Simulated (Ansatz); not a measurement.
# SnH₃S+: single points off equilibrium

How do the functionals fare away from a minimum? The structure is a frame of a short trajectory.

Program: Ansatz 0.2.0, Gaussian basis. Level of theory: single points in def2-TZVPP. These are calculated values, not measurements.

Cores are frozen in the correlated methods. Filled d shells of the heavier atoms are correlated. Core potentials replace the inner electrons past krypton, and spin-orbit coupling is left out.

2 further runs of the same task are left out: 2 that didn't finish.

## Step 1: Where the work starts

SMILES `[SH][SnH2+]`, 5 atoms, charge 1, spin multiplicity 1.

Atoms are counted from 1 here; the program's logs count them from 0.

Bond lengths: S1–Sn2 2.448 Å, S1–H3 1.419 Å, Sn2–H4 1.687 Å, Sn2–H5 1.706 Å. Angles: Sn2–S1–H3 97.1°, S1–Sn2–H4 109.7°, S1–Sn2–H5 118.9°, H4–Sn2–H5 131.1°.

As a file:

```xyz
5
charge 1, multiplicity 1
S     0.9659   -1.4177    0.7811
Sn   -0.0266    0.4775   -0.4079
H    -0.1540   -1.7171    1.5995
H    -0.7216   -0.0560   -1.8501
H     0.1891    2.0485    0.2201
```

## Step 2: PBE-D4/def2-TZVPP

File run/in.yaml:

```yaml
crystal:
  periodic: [false, false, false]
  atoms:
    - {symbol: S, position_ang: [0.965939, -1.417672, 0.781149]}
    - {symbol: Sn, position_ang: [-0.026602, 0.477459, -0.407923]}
    - {symbol: H, position_ang: [-0.154028, -1.717108, 1.599518]}
    - {symbol: H, position_ang: [-0.721610, -0.055999, -1.850107]}
    - {symbol: H, position_ang: [0.189148, 2.048477, 0.220052]}
basis:
  gaussian: {orbitals: def2-TZVPP}
total_charge: 1
hamiltonian: {xc: pbe, dispersion: d4}
output: {forces: true}
```

Command:

```sh
$ ansatz run in.yaml --threads 2 --pin off --events-out ev --progress --plain --max-ram 3481MiB
```

## Step 3: r2SCAN-D4/def2-TZVPP

Changes to run/in.yaml since step 2:

```diff
@@ -11,3 +11,3 @@
 total_charge: 1
-hamiltonian: {xc: pbe, dispersion: d4}
+hamiltonian: {xc: r2scan, dispersion: d4}
 output: {forces: true}
```

## Step 4: PBE0-D4/def2-TZVPP

Changes to run/in.yaml since step 3:

```diff
@@ -11,3 +11,3 @@
 total_charge: 1
-hamiltonian: {xc: r2scan, dispersion: d4}
-output: {forces: true}
+hamiltonian: {xc: pbe0, dispersion: d4}
+output: {forces: true, orbitals: {seedname: orbitals}}
```

## Step 5: wB97M-V/def2-TZVPP

Changes to run/in.yaml since step 4:

```diff
@@ -11,3 +11,3 @@
 total_charge: 1
-hamiltonian: {xc: pbe0, dispersion: d4}
-output: {forces: true, orbitals: {seedname: orbitals}}
+hamiltonian: {xc: {name: wB97M-V}}
+output: {forces: true}
```

## Step 6: CCSD(T)/def2-TZVPP

Changes to run/in.yaml since step 5:

```diff
@@ -11,3 +11,3 @@
 total_charge: 1
-hamiltonian: {xc: {name: wB97M-V}}
+correlation: {method: ccsd_t}
 output: {forces: true}
```

(Steps that only read results are left out.)

Q: Predict the outcome of this session. Wanted: energy less free atoms, CCSD(T)/def2-TZVPP; RMS force component; RMS force error; HOMO and LUMO, PBE0-D4; T1 diagnostic.

**Answer**, as computed:

```
                                  quantity                                                             value
energy less free atoms, CCSD(T)/def2-TZVPP                                                     -329.3 kJ/mol
                       RMS force component                              0.569 to 0.706 eV/Å over the methods
                           RMS force error  PBE-D4 0.199, r2SCAN-D4 0.069, PBE0-D4 0.064, wB97M-V 0.035 eV/Å
                    HOMO and LUMO, PBE0-D4                                               -12.58 and -9.19 eV
                             T1 diagnostic                                                             0.014
```

Against CCSD(T) the functionals' energies less atoms differ by -32.0 to -9.5 kJ/mol, PBE-D4 by -31.6 kJ/mol. A larger basis would deepen the CCSD(T) value, while the functionals are nearly converged already, so the order here is not reliable. On forces the order runs from wB97M-V to PBE-D4. Frozen-core CCSD(T) forces in triple zeta carry basis errors of their own, and this is one geometry, so small gaps rank nothing.
